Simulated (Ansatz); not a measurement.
# Na16Li: the cost of one run

Method: DFT PBE, plane waves, PAW, scalar-relativistic, no spin polarisation, in Ansatz 0.2.0.

## (1) The structure to begin with

The cell holds 17 atoms (LiNa16): a = 8.460 Å, b = 8.460 Å, c = 8.460 Å, α = 90.00°, β = 90.00°, γ = 90.00°.

Its coordinates follow in the input file.

## (2) End point A

The input, input.yaml:

```yaml
crystal:
  lattice:
    - [8.46, 0.0, 0.0]
    - [0.0, 8.46, 0.0]
    - [0.0, 0.0, 8.46]
  atoms:
    - { symbol: Na, position: [0.0, 0.0, 0.0] }
    - { symbol: Na, position: [0.5, 0.0, 0.0] }
    - { symbol: Na, position: [0.0, 0.5, 0.0] }
    - { symbol: Na, position: [0.0, 0.0, 0.5] }
    - { symbol: Na, position: [0.25, 0.25, 0.25] }
    - { symbol: Na, position: [0.5, 0.5, 0.0] }
    - { symbol: Na, position: [0.5, 0.0, 0.5] }
    - { symbol: Na, position: [0.75, 0.25, 0.25] }
    - { symbol: Na, position: [0.0, 0.5, 0.5] }
    - { symbol: Na, position: [0.25, 0.75, 0.25] }
    - { symbol: Na, position: [0.25, 0.25, 0.75] }
    - { symbol: Na, position: [0.5, 0.5, 0.5] }
    - { symbol: Na, position: [0.75, 0.75, 0.25] }
    - { symbol: Na, position: [0.75, 0.25, 0.75] }
    - { symbol: Na, position: [0.25, 0.75, 0.75] }
    - { symbol: Na, position: [0.75, 0.75, 0.75] }
    - { symbol: Li, position: [0.8829359, 0.2494238, -0.0010594] }
basis:
  ecutwfc: 420.0
kpoints:
  mp_grid: { grid: [2, 2, 2] }
hamiltonian:
  xc: pbe
scf:
  occupations: { method: gaussian, width: 0.05 }
  lower_state_search: "off"
relax:
  f_tol: 0.03
  max_steps: 60
  adjacent_minimum: "off"
```

The run is started by

```sh
$ ansatz run input.yaml --threads 4 --pin off --max-ram 10240MiB --backend cpu --events-out ev --progress --plain --runs-dir out
```

Q: Estimate wall time and peak memory on 4 threads of AMD EPYC 9R45 (Zen 5), shared host.

About 20 s, with a peak of 1.4 GiB.
